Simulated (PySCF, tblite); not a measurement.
**C2H8GeS2Si: geometry, infrared bands and NMR shifts**

Wanted: the infrared bands and NMR shifts of C2H8GeS2Si (`C=CS[SiH2][S][GeH3]`), by calculation.

Programs: tblite 0.8.0 and PySCF 2.14.0, with density-fitted response routines of our own. Each step states its level of theory. These are calculated values for one molecule in the gas phase, unless marked as measured. Atoms are numbered from 0 throughout.

### Step 1. The molecule as given

14 atoms, charge 0, multiplicity 1; geometry from: force field or distance geometry start.

Bonds of the start (Å): C0–C1 1.32, C1–S2 1.79, S2–Si3 2.11, Si3–S4 2.16, S4–Ge5 2.22, C0–H6 1.07, C0–H7 1.10, C1–H8 1.08, Si3–H9 1.48, Si3–H10 1.48, Ge5–H11 1.55, Ge5–H12 1.53, Ge5–H13 1.56.

### Step 2. Optimising the geometry with GFN2-xTB

The job: settings as JSON, then the geometry in Å.

```
{"job": {"kind": "relax", "xc": "GFN2-xTB", "basis": "xTB"}, "charge": 0, "multiplicity": 1}
C     -2.979800    -0.066300    -0.898900
C     -2.994900     1.014700    -0.149300
S     -1.534500     1.968600     0.266800
Si     0.129100     0.665100     0.198800
S      1.975300     1.641500     0.748000
Ge     3.526800     0.062900     0.541800
H     -2.109800    -0.486300    -1.370400
H     -3.948500    -0.564900    -1.066600
H     -3.938500     1.333000     0.274100
H      0.345500     0.114700    -1.153000
H     -0.039200    -0.427100     1.181500
H      3.625600    -0.753100     1.850600
H      3.050100    -0.897800    -0.556000
H      4.892200     0.674700     0.110600
```

Command:

```bash
$ OMP_NUM_THREADS=1 python probes_run.py task.json out
```

This one command runs all jobs of the session in turn.

Log:

```text
step      E/eV     max force
  0    -504.35548    1.138
  1    -504.41678    0.682
  2    -504.45867    0.577
  3    -504.48085    0.462
  4    -504.50405    0.589
  5    -504.52274    0.462
  6    -504.53498    0.240
  7    -504.54207    0.341
  8    -504.55038    0.287
  9    -504.55593    0.149
 10    -504.56007    0.182
 11    -504.56445    0.175
 12    -504.56959    0.232
 13    -504.57578    0.263
 14    -504.58253    0.211
 15    -504.58737    0.207
 16    -504.58988    0.158
 17    -504.59138    0.111
 18    -504.59257    0.099
 19    -504.59387    0.113
 20    -504.59533    0.127
 21    -504.59688    0.143
 22    -504.59845    0.130
 23    -504.59976    0.106
 24    -504.60061    0.086
 25    -504.60115    0.058
 26    -504.60168    0.064
 27    -504.60233    0.069
 28    -504.60296    0.079
 29    -504.60341    0.063
 30    -504.60378    0.045
 31    -504.60427    0.073
 32    -504.60506    0.104
 33    -504.60616    0.112
 34    -504.60724    0.091
 35    -504.60810    0.083
 36    -504.60898    0.100
 37    -504.61029    0.136
 38    -504.61243    0.171
 39    -504.61534    0.167
 40    -504.61871    0.163
 41    -504.62189    0.144
 42    -504.62443    0.122
 43    -504.62692    0.118
 44    -504.62875    0.102
 45    -504.62901    0.170
 46    -504.63039    0.069
 47    -504.63083    0.054
 48    -504.63156    0.056
 49    -504.63200    0.066
 50    -504.63270    0.071
 51    -504.63331    0.062
 52    -504.63381    0.056
 53    -504.63410    0.046
 54    -504.63434    0.037
 55    -504.63461    0.035
 56    -504.63489    0.039
 57    -504.63515    0.037
 58    -504.63534    0.036
 59    -504.63551    0.038
 60    -504.63575    0.039
 61    -504.63607    0.045
 62    -504.63642    0.040
 63    -504.63667    0.039
 64    -504.63685    0.035
 65    -504.63704    0.038
 66    -504.63731    0.048
 67    -504.63760    0.038
 68    -504.63780    0.033
 69    -504.63794    0.033
 70    -504.63812    0.033
 71    -504.63837    0.050
 72    -504.63863    0.049
 73    -504.63881    0.031
 74    -504.63893    0.029
 75    -504.63905    0.032
 76    -504.63924    0.047
 77    -504.63955    0.067
 78    -504.63997    0.071
 79    -504.64041    0.050
 80    -504.64076    0.039
 81    -504.64102    0.037
 82    -504.64131    0.045
 83    -504.64175    0.053
 84    -504.64237    0.055
 85    -504.64289    0.047
 86    -504.64326    0.044
 87    -504.64354    0.043
 88    -504.64379    0.042
 89    -504.64408    0.035
 90    -504.64432    0.035
 91    -504.64443    0.037
 92    -504.64455    0.031
 93    -504.64468    0.028
 94    -504.64477    0.023
 95    -504.64482    0.019
 96    -504.64487    0.023
 97    -504.64495    0.030
 98    -504.64508    0.040
 99    -504.64520    0.032
100    -504.64527    0.020
101    -504.64530    0.017
102    -504.64533    0.019
103    -504.64538    0.033
104    -504.64549    0.047
105    -504.64572    0.056
106    -504.64608    0.057
107    -504.64648    0.052
108    -504.64676    0.048
109    -504.64690    0.043
110    -504.64695    0.021
111    -504.64697    0.021
112    -504.64701    0.014
113    -504.64706    0.018
114    -504.64709    0.011
115    -504.64712    0.006
```

It took 3 s on 1 thread of Intel Xeon at 2.50GHz, shared host; peak memory 0.18 GiB.

Relaxation path: (not every step is listed)

```csv
step,energy from step 0 (eV),largest force (eV/Å)
0,0.0000,1.1375
1,-0.0613,0.6819
2,-0.1032,0.5774
3,-0.1254,0.4624
4,-0.1486,0.5886
5,-0.1673,0.4617
6,-0.1795,0.2402
7,-0.1866,0.3406
8,-0.1949,0.2870
18,-0.2371,0.0992
28,-0.2475,0.0788
38,-0.2570,0.1712
48,-0.2761,0.0562
58,-0.2799,0.0357
68,-0.2823,0.0331
78,-0.2845,0.0705
88,-0.2883,0.0424
98,-0.2896,0.0402
108,-0.2913,0.0479
110,-0.2915,0.0215
111,-0.2915,0.0207
112,-0.2915,0.0139
113,-0.2916,0.0182
114,-0.2916,0.0108
115,-0.2916,0.0061
```

Close pairs (by a distance rule), those that changed most:

| bond | before (Å) | after (Å) | change (Å) |
| --- | --- | --- | --- |
| Ge5–H13 | 1.557 | 1.494 | -0.063 |
| Ge5–H11 | 1.546 | 1.502 | -0.043 |
| C1–S2 | 1.793 | 1.753 | -0.040 |
| Ge5–H12 | 1.535 | 1.502 | -0.032 |
| S4–Ge5 | 2.223 | 2.194 | -0.029 |
| C0–H7 | 1.102 | 1.076 | -0.026 |
| S2–Si3 | 2.115 | 2.133 | +0.019 |
| Si3–S4 | 2.159 | 2.141 | -0.018 |

The next job starts from the end point, and lists it.

### Step 3. Vibrational analysis with GFN2-xTB

The job: settings as JSON, then the geometry in Å.

```
{"job": {"kind": "ir", "xc": "GFN2-xTB", "basis": "xTB"}, "charge": 0, "multiplicity": 1}
C     -2.908135    -0.197956    -0.579496
C     -2.842017     1.063772    -0.195447
S     -1.423651     1.999138     0.236225
Si     0.181994     0.604740     0.070256
S      1.904840     1.734197     0.654183
Ge     3.346747     0.092595     0.460513
H     -2.042378    -0.827955    -0.677059
H     -3.859158    -0.644272    -0.813377
H     -3.726754     1.675624    -0.109560
H      0.335518     0.148459    -1.309246
H     -0.015267    -0.512683     0.989891
H      2.979752    -1.049942     1.364109
H      3.376266    -0.431237    -0.947191
H      4.691565     0.625071     0.834034
```

Log:

```text
mode    cm-1     km/mol
  1      32.7      0.16
  2      50.3      0.12
  3      63.8      0.05
  4      96.9      2.01
  5     110.6      4.90
  6     114.3      0.22
  7     169.3      1.12
  8     391.5      7.22
  9     406.2     53.41
 10     461.4     26.83
 11     480.3      1.97
 12     493.9    104.14
 13     535.4     55.72
 14     555.8    184.29
 15     563.1      0.98
 16     603.8      2.08
 17     692.9    583.47
 18     714.4    107.89
 19     749.5    241.89
 20     772.2    392.24
 21     823.7    104.82
 22     843.3    163.53
 23     846.9     13.79
 24     984.5     18.04
 25    1013.3     13.07
 26    1247.0     19.81
 27    1389.5      3.64
 28    1657.5     72.73
 29    1928.5    106.62
 30    2002.8    415.41
 31    2061.9    343.71
 32    2250.5    285.09
 33    2270.9     89.89
 34    3085.1      1.66
 35    3110.8      6.26
 36    3141.6     40.76
```

Wall time 1.8 s (1 thread of Intel Xeon at 2.50GHz, shared host); peak memory 0.18 GiB.

The strongest bands and the atoms that carry them (share of the mass-weighted mode):

```csv
cm⁻¹,km/mol,atoms
556,184.3,"Si3 48 %, S2 22 %, S4 19 %"
693,583.5,"H9 37 %, H10 37 %"
750,241.9,"H10 21 %, H9 21 %, H13 19 %, H11 19 %"
772,392.2,"H9 28 %, H10 27 %, H13 17 %, H11 12 %"
843,163.5,"H11 45 %, H12 45 %"
2003,415.4,"H11 49 %, H12 49 %"
2062,343.7,H13 85 %
2250,285.1,"H9 58 %, H10 38 %"
```

### Step 4. NMR shieldings: PBE0/pcSseg-1

Settings changed since step 3:

```diff
@@ -1,2 +1,2 @@
-{"job": {"kind": "ir", "xc": "GFN2-xTB", "basis": "xTB"}, "charge": 0, "multiplicity": 1}
+{"job": {"kind": "nmr", "xc": "PBE0", "basis": "pcSseg-1"}, "charge": 0, "multiplicity": 1}
 C     -2.908135    -0.197956    -0.579496
```

Method: GIAO PBE0/pcSseg-1 NMR shielding, non-relativistic, gas phase.

Log:

```text
coarse grid: 56600 points
cycle   1  E = -3242.8236527127  dE = -1.096e-01  |g| = 9.137e-01  |ddm| = 3.635e+00
cycle   2  E = -3242.7932815851  dE =  3.037e-02  |g| = 9.485e-01  |ddm| = 1.187e+00
cycle   3  E = -3242.8974103541  dE = -1.041e-01  |g| = 9.144e-02  |ddm| = 7.564e-01
cycle   4  E = -3242.8988256836  dE = -1.415e-03  |g| = 3.468e-02  |ddm| = 1.246e-01
cycle   5  E = -3242.8991321939  dE = -3.065e-04  |g| = 9.039e-03  |ddm| = 4.236e-02
cycle   6  E = -3242.8991519191  dE = -1.973e-05  |g| = 2.711e-03  |ddm| = 1.002e-02
cycle   7  E = -3242.8991537795  dE = -1.860e-06  |g| = 7.359e-04  |ddm| = 3.608e-03
final grid: 113848 points
cycle   8  E = -3242.8992228583  dE =  8.459e-08  |g| = 1.013e-03  |ddm| = 2.644e-03
cycle   9  E = -3242.8992224833  dE =  3.750e-07  |g| = 1.520e-03  |ddm| = 3.068e-03
cycle  10  E = -3242.8992231539  dE = -6.706e-07  |g| = 1.543e-04  |ddm| = 1.806e-03
cycle  11  E = -3242.8992231600  dE = -6.075e-09  |g| = 2.496e-05  |ddm| = 1.584e-04
cycle  12  E = -3242.8992231601  dE = -1.442e-10  |g| = 5.495e-06  |ddm| = 2.498e-05
converged SCF energy = -3242.8992231601

GIAO shielding tensors (ppm)
atom      isotropic    diamagn.    paramagn.     s11        s22        s33       span
  0 C       69.480     257.314    -187.834    -37.079     84.046    161.474    198.553
  1 C       48.017     257.970    -209.954    -62.368     55.435    150.982    213.350
  2 S      584.966    1059.258    -474.291    390.451    515.593    848.855    458.404
  3 Si     363.750     879.704    -515.954    330.763    348.685    411.803     81.040
  4 S      860.032    1059.236    -199.204    835.077    846.110    898.909     63.831
  5 Ge    1500.558    2757.406   -1256.848   1378.427   1451.826   1671.422    292.995
  6 H       26.700      33.670      -6.970     24.227     24.338     31.535      7.308
  7 H       26.256      27.552      -1.296     23.682     24.667     30.419      6.737
  8 H       25.408      27.842      -2.434     21.646     25.251     29.327      7.682
  9 H       26.140      30.640      -4.500     21.307     26.163     30.951      9.643
 10 H       26.184      30.903      -4.720     21.414     26.306     30.831      9.417
 11 H       27.275      29.263      -1.988     20.111     22.792     38.922     18.812
 12 H       27.274      29.176      -1.903     20.111     22.744     38.965     18.854
 13 H       27.192      28.236      -1.044     19.884     21.882     39.810     19.926
```

It took 76 s on 1 thread of Intel Xeon at 2.50GHz, shared host; peak memory 0.79 GiB.

Shifts follow as δ = σ(reference) − σ, with reference shieldings (ppm) from runs at the same level and on the same kind of geometry: 1H TMS 31.72, 13C TMS 186.9, 29Si TMS 349.2, 33S CS2 504, 73Ge GeMe4 1331. The references are single molecules in the gas phase. Atoms listed in one row are averaged.

```
        atoms                          environment  σ (ppm)  δ (ppm)
           C1                            alkene CH     48.0    138.9
           C0                 terminal =CH2 carbon     69.5    117.4
           H8             hydrogen on an alkene CH    25.41     6.31
      H9, H10  hydrogen on a silicon bonded to 2 S    26.16     5.55
           H7   hydrogen on a terminal =CH2 carbon    26.26     5.46
           H6   hydrogen on a terminal =CH2 carbon    26.70     5.02
H11, H12, H13  hydrogen on a germanium bonded to S    27.25     4.47
           S2               sulfur bonded to C, Si      585      -81
           S4              sulfur bonded to Ge, Si      860     -356
          Si3           silicon bonded to 2 S, 2 H    363.8    -14.6
          Ge5           germanium bonded to S, 3 H     1501     -170
```

Charges from the same density, by scheme (e):

```csv
atoms,Mulliken,IAO,Hirshfeld,ESP fit
C0,-0.18,-0.35,-0.12,-0.44
C1,-0.29,-0.24,-0.06,-0.12
S2,-0.18,-0.08,-0.06,-0.14
Si3,0.56,0.61,0.28,0.19
S4,-0.42,-0.38,-0.17,-0.22
Ge5,0.10,0.44,0.29,0.16
```

Mayer bond orders: C0–C1 1.92, C1–S2 1.07, S2–Si3 0.94, Si3–S4 0.93, S4–Ge5 1.03.

### Step 5. Summary of results

```
                                                              quantity                             value
                             strongest single infrared mode (GFN2-xTB)              693 cm⁻¹, 583 km/mol
                                          zero-point energy (GFN2-xTB)                     52.5 kcal/mol
                                13C shifts against TMS (PBE0/pcSseg-1)                  138.9, 117.4 ppm
1H shifts against TMS (PBE0/pcSseg-1, means over atoms taken as alike)  6.31, 5.55, 5.46, 5.02, 4.47 ppm
                                33S shifts against CS2 (PBE0/pcSseg-1)                     -81, -356 ppm
                               29Si shifts against TMS (PBE0/pcSseg-1)                         -14.6 ppm
                             73Ge shifts against GeMe4 (PBE0/pcSseg-1)                          -170 ppm
```

**Reading.** Relaxing lowered the energy by 0.292 eV in 115 steps; the close pair that moved most is Ge5–H13, from 1.557 to 1.494 Å. No mode is imaginary among the 36: a minimum at this level. The strongest single mode, at 693 cm⁻¹, moves mainly H9 and H10. Unscaled tight-binding wavenumbers are off by several per cent, some by more. Its intensities can rank the bands wrongly. C1 (alkene CH) lies farthest downfield among carbon, at 138.9 ppm; an sp2 carbon of a C=C bond. The most deshielded hydrogen is H8 (hydrogen on an alkene CH), at 6.31 ppm: a vinylic proton, deshielded by the sp2 carbon and the C=C anisotropy. At PBE0/pcSseg-1: The largest span, 458 ppm, is at S2, where the paramagnetic term is -474 ppm. Spin-orbit coupling is left out, which matters for shieldings and couplings at and beside the heavy atoms.
